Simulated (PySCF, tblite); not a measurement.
# C3H4BBrCl2: geometry, infrared bands and NMR shifts

Aim: predict the infrared bands and NMR shifts of C3H4BBrCl2 (`C/C=C(\Br)B(Cl)Cl`).

Computed with tblite 0.8.0 and PySCF 2.14.0, with density-fitted response routines of our own, on a single molecule in the gas phase. Atoms count from 0, in the outputs and in this text.

## Step 1: The molecule as given

11 atoms, charge 0, multiplicity 1; geometry from: force field or distance geometry start.

Bonds of the start (Å): C0–C1 1.47, C1–C2 1.34, C2–Br3 1.92, C2–B4 1.57, B4–Cl5 1.87, B4–Cl6 1.86, C0–H7 1.12, C0–H8 1.12, C0–H9 1.12, C1–H10 1.10.

## Step 2: Optimising the geometry with GFN2-xTB

Job settings and geometry (Å):

```
{"job": {"kind": "relax", "xc": "GFN2-xTB", "basis": "xTB"}, "charge": 0, "multiplicity": 1}
C     -1.729800    -0.259700    -0.208000
C     -0.265100    -0.345200    -0.298400
C      0.494700     0.430200     0.482300
Br    -0.262300     1.707600     1.699300
B      2.053200     0.276800     0.344600
Cl     2.891500     1.370800    -0.919300
Cl     2.782700    -1.434700     0.396600
H     -1.956600     0.514700     0.563000
H     -2.133300     0.060500    -1.199000
H     -2.116500    -1.267900     0.081000
H      0.247000    -1.050400    -0.968000
```

Command:

```bash
OMP_NUM_THREADS=1 python probes_run.py task.json out
```

One launch serves the whole session: the jobs run in the order shown.

**Question.** This job is followed by: GFN2-xTB harmonic vibrations, gas phase; GIAO PBE0/pcSseg-1 NMR shielding, non-relativistic, gas phase. What will the session give for the following? strongest single infrared mode (GFN2-xTB); zero-point energy (GFN2-xTB); ¹³C shifts against TMS (PBE0/pcSseg-1); ¹H shifts against TMS (PBE0/pcSseg-1, means over atoms taken as alike); ⁷⁹Br shifts against HBr (PBE0/pcSseg-1); ¹¹B shifts against BF3·OEt2 (PBE0/pcSseg-1); ³⁵Cl shifts against HCl (PBE0/pcSseg-1, means over atoms taken as alike).

The runs gave:

| quantity | value |
| --- | --- |
| strongest single infrared mode (GFN2-xTB) | 1611 cm⁻¹, 186 km/mol |
| zero-point energy (GFN2-xTB) | 40.6 kcal/mol |
| ¹³C shifts against TMS (PBE0/pcSseg-1) | 165.6, 149.0, 23.5 ppm |
| ¹H shifts against TMS (PBE0/pcSseg-1, means over atoms taken as alike) | 7.88, 2.47 ppm |
| ⁷⁹Br shifts against HBr (PBE0/pcSseg-1) | 526 ppm |
| ¹¹B shifts against BF3·OEt2 (PBE0/pcSseg-1) | 49.6 ppm |
| ³⁵Cl shifts against HCl (PBE0/pcSseg-1, means over atoms taken as alike) | 246 ppm |

What this shows: The optimisation took 78 steps and gained 0.994 eV; among the close pairs (by a distance rule), B4–Cl5 changed most, from 1.870 to 1.713 Å. All 27 modes are real, so the xTB geometry is a minimum. The strongest single mode, at 1611 cm⁻¹, moves mainly C1 and C2. GFN2-xTB is a fitted tight-binding method: band positions and strengths are rough. Its intensities can rank the bands wrongly. C2 stands next to heavy halogen, whose spin-orbit shielding this run leaves out, so the computed shift lies too far downfield, most of all for carbon beside Br or I. The most deshielded hydrogen is H10 (hydrogen on an alkene CH), at 7.88 ppm: olefinic region. At PBE0/pcSseg-1: The largest span, 1250 ppm, is at Br3, where the paramagnetic term is -1027 ppm. Spin-orbit coupling is left out, which matters for shieldings and couplings at and beside the heavy atoms.
